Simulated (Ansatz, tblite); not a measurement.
**WNCl3: a ladder of methods and basis sets**

How do method and basis change the picture of WNCl3 (singlet)?

Program: Ansatz 0.2.0, Gaussian basis. Level of theory: as each input shows. These are calculated values, not measurements.

The runs, in order: GFN1-xTB, GFN2-xTB, PBE-D4/def2-TZVP, r2SCAN-D4/def2-TZVP, r2SCANh-D4/def2-TZVP, CAM-B3LYP-D4/def2-TZVP, LC-ωPBE/def2-TZVP, BLYP-D4/def2-TZVP, B3LYP-D4/def2-TZVP, r2SCAN0-D4/def2-TZVP, PBE-QIDH/def2-TZVP, PBE-D4/def2-SVP, PBE0-D4/def2-SVP, PBE0-D4/def2-TZVPD, PBE-D4/def2-TZVPD, r2SCAN-D4/def2-TZVPD, CCSD(T)/def2-TZVP, RPA/def2-TZVP.

## 1. The structure

The singlet was relaxed beforehand with PBE0-D4/def2-SVP.

5 atoms, charge 0, spin multiplicity 1.

Bond lengths: W1–N2 1.652 Å, W1–Cl3 2.265 Å, W1–Cl4 2.265 Å, W1–Cl5 2.265 Å. Angles: N2–W1–Cl3 104.4°, N2–W1–Cl4 104.4°, N2–W1–Cl5 104.4°, Cl3–W1–Cl4 114.0°, Cl3–W1–Cl5 114.1°, Cl4–W1–Cl5 114.0°.

Formally the metal is d0. W takes a core potential in the def2 sets. No spin-orbit coupling is included.

PBE0-D4/def2-TZVP was run before; its log isn't repeated, and its numbers join the tables.

## 2. GFN1-xTB

Tight binding, by tblite at 300 K electronic temperature and without a spin-polarisation term:

```python
tblite.interface.Calculator('GFN1-xTB', numbers, positions, charge=0, uhf=0).singlepoint()
```

Energy -499.0149 eV, HOMO -12.13 eV, LUMO -8.89 eV; 0.005 s.

## 3. GFN2-xTB

Tight binding, by tblite at 300 K electronic temperature and without a spin-polarisation term:

```python
tblite.interface.Calculator('GFN2-xTB', numbers, positions, charge=0, uhf=0).singlepoint()
```

Energy -519.4157 eV, HOMO -10.30 eV, LUMO -9.41 eV; 0.006 s.

## 4. PBE-D4/def2-TZVP

start.molden holds the orbitals of an earlier run on this state, given as this run's starting guess.

File in.yaml:

```yaml
crystal:
  periodic: [false, false, false]
  atoms:
    - {symbol: W, position_ang: [0.000085, -0.000066, 0.007163]}
    - {symbol: N, position_ang: [0.007443, -0.013627, 1.658805]}
    - {symbol: Cl, position_ang: [2.191368, 0.009142, -0.565151]}
    - {symbol: Cl, position_ang: [-1.103235, 1.902164, -0.534839]}
    - {symbol: Cl, position_ang: [-1.095660, -1.897603, -0.565978]}
basis:
  gaussian: {orbitals: def2-TZVP, initial_orbitals: start.molden}
hamiltonian: {xc: pbe, dispersion: d4}
scf: {omitted_lower_state_checks: [starts]}
output: {orbitals: {seedname: orbitals}}
```

Started as:

```bash
$ ansatz run in.yaml --threads 4 --pin off --events-out ev --progress --plain --max-ram 3916MiB
```

Standard output:

```text
Functional definition: PBE
  name "PBE"
  cite "Perdew, Burke & Ernzerhof, Phys. Rev. Lett. 77, 3865 (1996) doi:10.1103/PhysRevLett.77.3865"
  parent pbe
  parameter kappa = 0.804
  parameter beta = 0.06672455060314922
  exchange = pbe_x(kappa = kappa, mu = beta*pi^2/3)
  correlation = pbe_c(beta = beta)
these checks for a lower state are left out or cut short: starts
1247 factors; their error is unknown
mean field evaluation 1: about -40874.8785 eV, gradient 1.5e1 eV
mean field evaluation 2: about -40875.0295 eV, gradient 2.1e-1 eV
mean field evaluation 4: about -40875.0214 eV, gradient 5.1e-4 eV
mean field -40875.02140060 eV, -1502.1293303873 hartree, gradient 1.3e-5 eV, S^2 0.000000; 0 other end points of the search recorded, 0 dependent functions left out
reference -40875.02143949 eV, -1502.1293318167 hartree; 36, 36 occupied and 146, 146 virtual orbitals, 1247 factors
Total energy: -40875.24865882 eV, -1502.1376819730 hartree
Checks for a lower state left out: starts
```

Run time: 1.8 s. Hardware: 4 threads of Arm Neoverse V2, shared host.

Report: HOMO -7.71 eV, LUMO -4.27 eV.

## 5. r2SCAN-D4/def2-TZVP

Edit in.yaml of step 4 so:

```diff
@@ -10,4 +10,4 @@
   gaussian: {orbitals: def2-TZVP, initial_orbitals: start.molden}
-hamiltonian: {xc: pbe, dispersion: d4}
+hamiltonian: {xc: r2scan, dispersion: d4}
 scf: {omitted_lower_state_checks: [starts]}
-output: {orbitals: {seedname: orbitals}}
+output: {forces: true, orbitals: {seedname: orbitals}}
```

The command is unchanged.

Standard output:

```text
Functional definition: r2SCAN
  name "r2SCAN"
  cite "Furness, Kaplan, Ning, Perdew & Sun, J. Phys. Chem. Lett. 11, 8208 (2020) doi:10.1021/acs.jpclett.0c02405"
  cite "Furness, Kaplan, Ning, Perdew & Sun, J. Phys. Chem. Lett. 11, 9248 (2020) doi:10.1021/acs.jpclett.0c03077"
  parent r2scan
  parameter k0 = 0.174
  parameter k1 = 0.065
  parameter a1 = 4.9479
  exchange = r2scan_x(k0 = k0, k1 = k1, a1 = a1)
  correlation = r2scan_c
these checks for a lower state are left out or cut short: starts
1247 factors; their error is unknown
mean field evaluation 1: about -40888.4206 eV, gradient 1.1e1 eV
mean field evaluation 2: about -40888.4785 eV, gradient 1.0e-1 eV
mean field evaluation 4: about -40888.4718 eV, gradient 2.1e-4 eV
mean field -40888.47180853 eV, -1502.6236237617 hartree, gradient 1.2e-5 eV, S^2 0.000000; 0 other end points of the search recorded, 0 dependent functions left out
the calculation of the forces begins
reference -40888.47181857 eV, -1502.6236241309 hartree; 36, 36 occupied and 146, 146 virtual orbitals, 1247 factors
Total energy: -40888.52276939 eV, -1502.6254965390 hartree
Atom 0 at     0.000085    -0.000066     0.007163 Å, force    -0.006447     0.006549    -0.888239 eV/Å
Atom 1 at     0.007443    -0.013627     1.658805 Å, force     0.004380    -0.007346     0.912550 eV/Å
Atom 2 at     2.191368     0.009142    -0.565151 Å, force    -0.175482    -0.000389    -0.007532 eV/Å
Atom 3 at    -1.103235     1.902164    -0.534839 Å, force     0.088825    -0.150209    -0.009649 eV/Å
Atom 4 at    -1.095660    -1.897603    -0.565978 Å, force     0.088725     0.151395    -0.007131 eV/Å
Dipole moment:    -0.001726     0.003378    -0.407059 e Å
Checks for a lower state left out: starts
```

It took 5 s on 4 threads of Arm Neoverse V2, shared host.

Report: HOMO -8.05 eV, LUMO -4.26 eV.

## 6. r2SCANh-D4/def2-TZVP

Edit in.yaml of step 5 so:

```diff
@@ -10,4 +10,4 @@
   gaussian: {orbitals: def2-TZVP, initial_orbitals: start.molden}
-hamiltonian: {xc: r2scan, dispersion: d4}
+hamiltonian: {xc: {name: r2SCANh}, dispersion: d4}
 scf: {omitted_lower_state_checks: [starts]}
-output: {forces: true, orbitals: {seedname: orbitals}}
+output: {orbitals: {seedname: orbitals}}
```

The command is unchanged.

Standard output:

```text
Functional definition: r2SCANh
  name "r2SCANh"
  cite "Bursch, Neugebauer, Ehlert & Grimme, J. Chem. Phys. 156, 134105 (2022) doi:10.1063/5.0086040"
  cite "Furness, Kaplan, Ning, Perdew & Sun, J. Phys. Chem. Lett. 11, 8208 (2020) doi:10.1021/acs.jpclett.0c02405"
  cite "Furness, Kaplan, Ning, Perdew & Sun, J. Phys. Chem. Lett. 11, 9248 (2020) doi:10.1021/acs.jpclett.0c03077"
  parent r2scan
  parameter a = 0.1
  parameter k0 = 0.174
  parameter k1 = 0.065
  parameter a1 = 4.9479
  exchange = (1 - a)*r2scan_x(k0 = k0, k1 = k1, a1 = a1) + a*exact_x
  correlation = r2scan_c
these checks for a lower state are left out or cut short: starts
1247 factors; their error is unknown
mean field evaluation 1: about -40887.3073 eV, gradient 9.1e0 eV
mean field evaluation 2: about -40887.3417 eV, gradient 5.6e-2 eV
mean field evaluation 4: about -40887.3873 eV, gradient 8.8e-5 eV
mean field -40887.38733969 eV, -1502.5837702672 hartree, gradient 8.8e-6 eV, S^2 0.000000; 0 other end points of the search recorded, 0 dependent functions left out
reference -40887.38734893 eV, -1502.5837706065 hartree; 36, 36 occupied and 146, 146 virtual orbitals, 1247 factors
Total energy: -40887.44424265 eV, -1502.5858614122 hartree
Checks for a lower state left out: starts
```

It took 5.5 s on 4 threads of Arm Neoverse V2, shared host.

HOMO -8.55 eV, LUMO -3.97 eV.

## 7. CAM-B3LYP-D4/def2-TZVP

Edit in.yaml of step 6 so:

```diff
@@ -10,3 +10,3 @@
   gaussian: {orbitals: def2-TZVP, initial_orbitals: start.molden}
-hamiltonian: {xc: {name: r2SCANh}, dispersion: d4}
+hamiltonian: {xc: {name: CAM-B3LYP}, dispersion: d4}
 scf: {omitted_lower_state_checks: [starts]}
```

Launched as before.

Standard output:

```text
Functional definition: CAM-B3LYP
  name "CAM-B3LYP"
  cite "Yanai, Tew & Handy, Chem. Phys. Lett. 393, 51 (2004) doi:10.1016/j.cplett.2004.06.011"
  cite "Iikura, Tsuneda, Yanai & Hirao, J. Chem. Phys. 115, 3540 (2001) doi:10.1063/1.1383587"
  cite "Becke, Phys. Rev. A 38, 3098 (1988) doi:10.1103/PhysRevA.38.3098"
  cite "Lee, Yang & Parr, Phys. Rev. B 37, 785 (1988) doi:10.1103/PhysRevB.37.785"
  cite "Vosko, Wilk & Nusair, Can. J. Phys. 58, 1200 (1980) doi:10.1139/p80-159"
  parameter alpha = 0.19
  parameter beta = 0.46
  parameter omega = 0.33/bohr
  parameter ac = 0.81
  # Exact exchange under (alpha + beta erf(omega r))/r, Becke's under what is left of 1/r.
  exchange = (1 - alpha - beta)*b88_x + beta*b88_x_sr(omega) + alpha*exact_x + beta*exact_x_lr(omega)
  correlation = (1 - ac)*vwn5_c + ac*lyp_c
these checks for a lower state are left out or cut short: starts
1324 factors; their error is unknown
251 factors; integrals over basis functions are off by at most 1.0e-5 eV
mean field evaluation 1: about -40888.9853 eV, gradient 9.7e0 eV
mean field evaluation 2: about -40889.0866 eV, gradient 1.2e-1 eV
mean field evaluation 4: about -40889.1792 eV, gradient 2.4e-4 eV
mean field -40889.17919551 eV, -1502.6496197537 hartree, gradient 1.3e-5 eV, S^2 0.000000; 0 other end points of the search recorded, 0 dependent functions left out
reference -40889.17932944 eV, -1502.6496246759 hartree; 36, 36 occupied and 146, 146 virtual orbitals, 1324 factors
Total energy: -40889.38818794 eV, -1502.6573000840 hartree
Checks for a lower state left out: starts
```

It took 3.1 s on 4 threads of Arm Neoverse V2, shared host; peak memory 0.57 GiB.

Report: HOMO -10.42 eV, LUMO -2.49 eV.

## 8. LC-ωPBE/def2-TZVP

Edit in.yaml of step 7 so:

```diff
@@ -10,3 +10,3 @@
   gaussian: {orbitals: def2-TZVP, initial_orbitals: start.molden}
-hamiltonian: {xc: {name: CAM-B3LYP}, dispersion: d4}
+hamiltonian: {xc: {name: LC-wPBE}}
 scf: {omitted_lower_state_checks: [starts]}
```

Same command.

Standard output:

```text
Functional definition: LC-wPBE
  name "LC-wPBE"
  cite "Vydrov & Scuseria, J. Chem. Phys. 125, 234109 (2006) doi:10.1063/1.2409292"
  cite "Heyd & Scuseria, J. Chem. Phys. 120, 7274 (2004) doi:10.1063/1.1668634"
  cite "Ernzerhof & Perdew, J. Chem. Phys. 109, 3313 (1998) doi:10.1063/1.476928"
  cite "Perdew, Burke & Ernzerhof, Phys. Rev. Lett. 77, 3865 (1996) doi:10.1103/PhysRevLett.77.3865"
  parent pbe
  parameter omega = 0.4/bohr
  exchange = pbe_x_sr(omega) + exact_x_lr(omega)
  correlation = pbe_c
these checks for a lower state are left out or cut short: starts
1247 factors; their error is unknown
294 factors; integrals over basis functions are off by at most 4.5e-5 eV
mean field evaluation 1: about -40878.6528 eV, gradient 1.5e1 eV
mean field evaluation 2: about -40878.8761 eV, gradient 3.6e-1 eV
mean field evaluation 4: about -40878.8742 eV, gradient 1.7e-1 eV
mean field evaluation 8: about -40878.8742 eV, gradient 1.1e-5 eV
mean field -40878.87422540 eV, -1502.2709190874 hartree, gradient 1.1e-5 eV, S^2 0.000000; 0 other end points of the search recorded, 0 dependent functions left out
reference -40878.87422541 eV, -1502.2709190877 hartree; 36, 36 occupied and 146, 146 virtual orbitals, 1247 factors
Total energy: -40878.87422541 eV, -1502.2709190877 hartree
Checks for a lower state left out: starts
```

It took 2.6 s on 4 threads of Arm Neoverse V2, shared host.

From the report: HOMO -11.85 eV, LUMO -1.42 eV.

## 9. BLYP-D4/def2-TZVP

Edit in.yaml of step 8 so:

```diff
@@ -10,3 +10,3 @@
   gaussian: {orbitals: def2-TZVP, initial_orbitals: start.molden}
-hamiltonian: {xc: {name: LC-wPBE}}
+hamiltonian: {xc: {name: BLYP}, dispersion: d4}
 scf: {omitted_lower_state_checks: [starts]}
```

The command is unchanged.

Standard output:

```text
Functional definition: BLYP
  name "BLYP"
  cite "Becke, Phys. Rev. A 38, 3098 (1988) doi:10.1103/PhysRevA.38.3098"
  cite "Lee, Yang & Parr, Phys. Rev. B 37, 785 (1988) doi:10.1103/PhysRevB.37.785"
  parameter beta = 0.0042
  parameter a = 0.04918
  parameter b = 0.132
  parameter c = 0.2533
  parameter d = 0.349
  exchange = b88_x(beta = beta)
  correlation = lyp_c(a = a, b = b, c = c, d = d)
these checks for a lower state are left out or cut short: starts
1247 factors; their error is unknown
mean field evaluation 1: about -40889.7368 eV, gradient 2.0e1 eV
mean field evaluation 2: about -40890.0298 eV, gradient 3.4e-1 eV
mean field evaluation 4: about -40890.0217 eV, gradient 6.4e-2 eV
mean field -40890.02167097 eV, -1502.6805801561 hartree, gradient 2.0e-5 eV, S^2 0.000000; 0 other end points of the search recorded, 0 dependent functions left out
reference -40890.02204015 eV, -1502.6805937230 hartree; 36, 36 occupied and 146, 146 virtual orbitals, 1247 factors
Total energy: -40890.49156123 eV, -1502.6978483046 hartree
Checks for a lower state left out: starts
```

Run time: 1.9 s. Hardware: 4 threads of Arm Neoverse V2, shared host.

HOMO -7.52 eV, LUMO -4.13 eV.

## 10. B3LYP-D4/def2-TZVP

Edit in.yaml of step 9 so:

```diff
@@ -10,3 +10,3 @@
   gaussian: {orbitals: def2-TZVP, initial_orbitals: start.molden}
-hamiltonian: {xc: {name: BLYP}, dispersion: d4}
+hamiltonian: {xc: {name: B3LYP}, dispersion: d4}
 scf: {omitted_lower_state_checks: [starts]}
```

The command is unchanged.

Standard output:

```text
Functional definition: B3LYP
  name "B3LYP"
  cite "Stephens, Devlin, Chabalowski & Frisch, J. Phys. Chem. 98, 11623 (1994) doi:10.1021/j100096a001"
  cite "Becke, Phys. Rev. A 38, 3098 (1988) doi:10.1103/PhysRevA.38.3098"
  cite "Lee, Yang & Parr, Phys. Rev. B 37, 785 (1988) doi:10.1103/PhysRevB.37.785"
  cite "Vosko, Wilk & Nusair, Can. J. Phys. 58, 1200 (1980) doi:10.1139/p80-159"
  parameter a0 = 0.2
  parameter ax = 0.72
  parameter ac = 0.81
  exchange = (1 - a0 - ax)*slater_x + ax*b88_x + a0*exact_x
  correlation = (1 - ac)*vwn_rpa_c + ac*lyp_c
these checks for a lower state are left out or cut short: starts
1337 factors; their error is unknown
mean field evaluation 1: about -40891.9259 eV, gradient 8.9e0 eV
mean field evaluation 2: about -40891.9971 eV, gradient 6.9e-2 eV
mean field evaluation 4: about -40892.0954 eV, gradient 5.4e-5 eV
mean field -40892.09542612 eV, -1502.7567892520 hartree, gradient 5.7e-5 eV, S^2 0.000000; 0 other end points of the search recorded, 0 dependent functions left out
reference -40892.09570063 eV, -1502.7567993400 hartree; 36, 36 occupied and 146, 146 virtual orbitals, 1337 factors
Total energy: -40892.46943293 eV, -1502.7705337488 hartree
Checks for a lower state left out: starts
```

Run time: 2.7 s. Hardware: 4 threads of Arm Neoverse V2, shared host.

HOMO -8.79 eV, LUMO -3.73 eV.

## 11. r2SCAN0-D4/def2-TZVP

Edit in.yaml of step 10 so:

```diff
@@ -10,3 +10,3 @@
   gaussian: {orbitals: def2-TZVP, initial_orbitals: start.molden}
-hamiltonian: {xc: {name: B3LYP}, dispersion: d4}
+hamiltonian: {xc: {name: r2SCAN0}, dispersion: d4}
 scf: {omitted_lower_state_checks: [starts]}
```

The command is unchanged.

Standard output:

```text
Functional definition: r2SCAN0
  name "r2SCAN0"
  cite "Bursch, Neugebauer, Ehlert & Grimme, J. Chem. Phys. 156, 134105 (2022) doi:10.1063/5.0086040"
  cite "Furness, Kaplan, Ning, Perdew & Sun, J. Phys. Chem. Lett. 11, 8208 (2020) doi:10.1021/acs.jpclett.0c02405"
  cite "Furness, Kaplan, Ning, Perdew & Sun, J. Phys. Chem. Lett. 11, 9248 (2020) doi:10.1021/acs.jpclett.0c03077"
  parent r2scan
  parameter a = 0.25
  parameter k0 = 0.174
  parameter k1 = 0.065
  parameter a1 = 4.9479
  exchange = (1 - a)*r2scan_x(k0 = k0, k1 = k1, a1 = a1) + a*exact_x
  correlation = r2scan_c
these checks for a lower state are left out or cut short: starts
1359 factors; their error is unknown
mean field evaluation 1: about -40885.6375 eV, gradient 1.1e1 eV
mean field evaluation 2: about -40885.6850 eV, gradient 6.3e-2 eV
mean field evaluation 4: about -40885.8095 eV, gradient 1.2e-4 eV
mean field -40885.80948380 eV, -1502.5257851328 hartree, gradient 1.9e-5 eV, S^2 0.000000; 0 other end points of the search recorded, 0 dependent functions left out
reference -40885.80949182 eV, -1502.5257854273 hartree; 36, 36 occupied and 146, 146 virtual orbitals, 1359 factors
Total energy: -40885.87370457 eV, -1502.5281452022 hartree
Checks for a lower state left out: starts
```

Wall time 5.5 s (4 threads of Arm Neoverse V2, shared host); peak memory 0.56 GiB.

From the report: HOMO -9.30 eV, LUMO -3.53 eV.

## 12. PBE-QIDH/def2-TZVP

Edit in.yaml of step 11 so:

```diff
@@ -10,4 +10,3 @@
   gaussian: {orbitals: def2-TZVP, initial_orbitals: start.molden}
-hamiltonian: {xc: {name: r2SCAN0}, dispersion: d4}
+hamiltonian: {xc: {name: PBE-QIDH}}
 scf: {omitted_lower_state_checks: [starts]}
-output: {orbitals: {seedname: orbitals}}
```

Launched as before.

Standard output:

```text
Functional definition: PBE-QIDH
  name "PBE-QIDH"
  cite "Brémond, Sancho-García, Pérez-Jiménez & Adamo, J. Chem. Phys. 141, 031101 (2014) doi:10.1063/1.4890314"
  cite "Perdew, Burke & Ernzerhof, Phys. Rev. Lett. 77, 3865 (1996) doi:10.1103/PhysRevLett.77.3865"
  parameter a = 3^(-1/3)
  parameter c = 1/3
  exchange = (1 - a)*pbe_x + a*exact_x
  correlation = (1 - c)*pbe_c + c*(mp2_os + mp2_ss)
these checks for a lower state are left out or cut short: starts
1205 factors; integrals over basis functions are off by at most 1.0e-3 eV
mean field evaluation 1: about -40852.3000 eV, gradient 2.6e1 eV
mean field evaluation 2: about -40852.7056 eV, gradient 7.1e-1 eV
mean field evaluation 4: about -40853.1077 eV, gradient 1.2e-2 eV
mean field evaluation 8: about -40853.1078 eV, gradient 1.9e-6 eV
mean field -40853.10778771 eV, -1501.3240199675 hartree, gradient 4.2e-6 eV, S^2 0.000000; 0 other end points of the search recorded, 0 dependent functions left out
16 core orbitals not correlated: weight in the atoms' cores, before any rotation towards them, 1.000 or more for the frozen orbitals, at most 0.000 for the correlated occupied ones
reference -40853.10779956 eV, -1501.3240204028 hartree; 20, 20 occupied and 146, 146 virtual orbitals, 1205 factors
second order -37.91025682 eV of doubles, -0.00000000 eV of singles
Total energy: -40865.74455183 eV, -1501.7884124833 hartree
Checks for a lower state left out: starts
```

Run time: 4.5 s. Hardware: 4 threads of Arm Neoverse V2, shared host.

## 13. PBE-D4/def2-SVP

Edit in.yaml of step 12 so:

```diff
@@ -9,4 +9,5 @@
 basis:
-  gaussian: {orbitals: def2-TZVP, initial_orbitals: start.molden}
-hamiltonian: {xc: {name: PBE-QIDH}}
+  gaussian: {orbitals: def2-SVP, initial_orbitals: start.molden}
+hamiltonian: {xc: pbe, dispersion: d4}
 scf: {omitted_lower_state_checks: [starts]}
+output: {orbitals: {seedname: orbitals}}
```

The command is unchanged.

Standard output:

```text
Functional definition: PBE
  name "PBE"
  cite "Perdew, Burke & Ernzerhof, Phys. Rev. Lett. 77, 3865 (1996) doi:10.1103/PhysRevLett.77.3865"
  parent pbe
  parameter kappa = 0.804
  parameter beta = 0.06672455060314922
  exchange = pbe_x(kappa = kappa, mu = beta*pi^2/3)
  correlation = pbe_c(beta = beta)
these checks for a lower state are left out or cut short: starts
1064 factors; their error is unknown
mean field evaluation 1: about -40859.5163 eV, gradient 2.5e1 eV
mean field evaluation 2: about -40859.8955 eV, gradient 5.8e-1 eV
mean field evaluation 4: about -40859.8277 eV, gradient 1.8e-1 eV
mean field -40859.82778561 eV, -1501.5709753353 hartree, gradient 5.1e-5 eV, S^2 0.000000; 0 other end points of the search recorded, 0 dependent functions left out
reference -40859.82784655 eV, -1501.5709775746 hartree; 36, 36 occupied and 64, 64 virtual orbitals, 1064 factors
Total energy: -40860.05506588 eV, -1501.5793277309 hartree
Checks for a lower state left out: starts
```

It took 1 s on 4 threads of Arm Neoverse V2, shared host.

Report: HOMO -7.67 eV, LUMO -4.17 eV.

## 14. PBE0-D4/def2-SVP

Edit in.yaml of step 13 so:

```diff
@@ -10,3 +10,3 @@
   gaussian: {orbitals: def2-SVP, initial_orbitals: start.molden}
-hamiltonian: {xc: pbe, dispersion: d4}
+hamiltonian: {xc: pbe0, dispersion: d4}
 scf: {omitted_lower_state_checks: [starts]}
```

Launched as before.

Standard output:

```text
Functional definition: PBE0
  name "PBE0"
  cite "Adamo & Barone, J. Chem. Phys. 110, 6158 (1999) doi:10.1063/1.478522"
  cite "Perdew, Burke & Ernzerhof, Phys. Rev. Lett. 77, 3865 (1996) doi:10.1103/PhysRevLett.77.3865"
  parent pbe
  parameter a = 0.25
  parameter kappa = 0.804
  parameter beta = 0.06672455060314922
  exchange = (1 - a)*pbe_x(kappa = kappa, mu = beta*pi^2/3) + a*exact_x
  correlation = pbe_c(beta = beta)
these checks for a lower state are left out or cut short: starts
931 factors; integrals over basis functions are off by at most 1.0e-3 eV
mean field evaluation 1: about -40860.4260 eV, gradient 2.4e1 eV
mean field evaluation 2: about -40860.6751 eV, gradient 4.1e-1 eV
mean field evaluation 4: about -40860.8437 eV, gradient 1.2e-3 eV
mean field -40860.84369752 eV, -1501.6083094092 hartree, gradient 2.3e-5 eV, S^2 0.000000; 0 other end points of the search recorded, 0 dependent functions left out
reference -40860.84374299 eV, -1501.6083110804 hartree; 36, 36 occupied and 64, 64 virtual orbitals, 931 factors
Total energy: -40861.04103312 eV, -1501.6155613587 hartree
Checks for a lower state left out: starts
```

It took 1.5 s on 4 threads of Arm Neoverse V2, shared host.

HOMO -9.11 eV, LUMO -3.51 eV.

## 15. PBE0-D4/def2-TZVPD

Edit in.yaml of step 14 so:

```diff
@@ -9,3 +9,3 @@
 basis:
-  gaussian: {orbitals: def2-SVP, initial_orbitals: start.molden}
+  gaussian: {orbitals: def2-TZVPD, initial_orbitals: start.molden}
 hamiltonian: {xc: pbe0, dispersion: d4}
```

The command is unchanged.

Standard output:

```text
Functional definition: PBE0
  name "PBE0"
  cite "Adamo & Barone, J. Chem. Phys. 110, 6158 (1999) doi:10.1063/1.478522"
  cite "Perdew, Burke & Ernzerhof, Phys. Rev. Lett. 77, 3865 (1996) doi:10.1103/PhysRevLett.77.3865"
  parent pbe
  parameter a = 0.25
  parameter kappa = 0.804
  parameter beta = 0.06672455060314922
  exchange = (1 - a)*pbe_x(kappa = kappa, mu = beta*pi^2/3) + a*exact_x
  correlation = pbe_c(beta = beta)
these checks for a lower state are left out or cut short: starts
1519 factors; their error is unknown
mean field evaluation 1: about -40875.8937 eV, gradient 6.5e0 eV
mean field evaluation 2: about -40875.9424 eV, gradient 7.6e-2 eV
mean field evaluation 4: about -40876.0475 eV, gradient 1.2e-4 eV
mean field -40876.04747155 eV, -1502.1670377993 hartree, gradient 2.4e-5 eV, S^2 0.000000; 0 other end points of the search recorded, 0 dependent functions left out
reference -40876.04753463 eV, -1502.1670401174 hartree; 36, 36 occupied and 182, 182 virtual orbitals, 1519 factors
Total energy: -40876.24482475 eV, -1502.1742903957 hartree
Checks for a lower state left out: starts
```

It took 4.1 s on 4 threads of Arm Neoverse V2, shared host; peak memory 0.7 GiB.

Report: HOMO -9.09 eV, LUMO -3.57 eV.

(Part 1 of 2 ends here.)
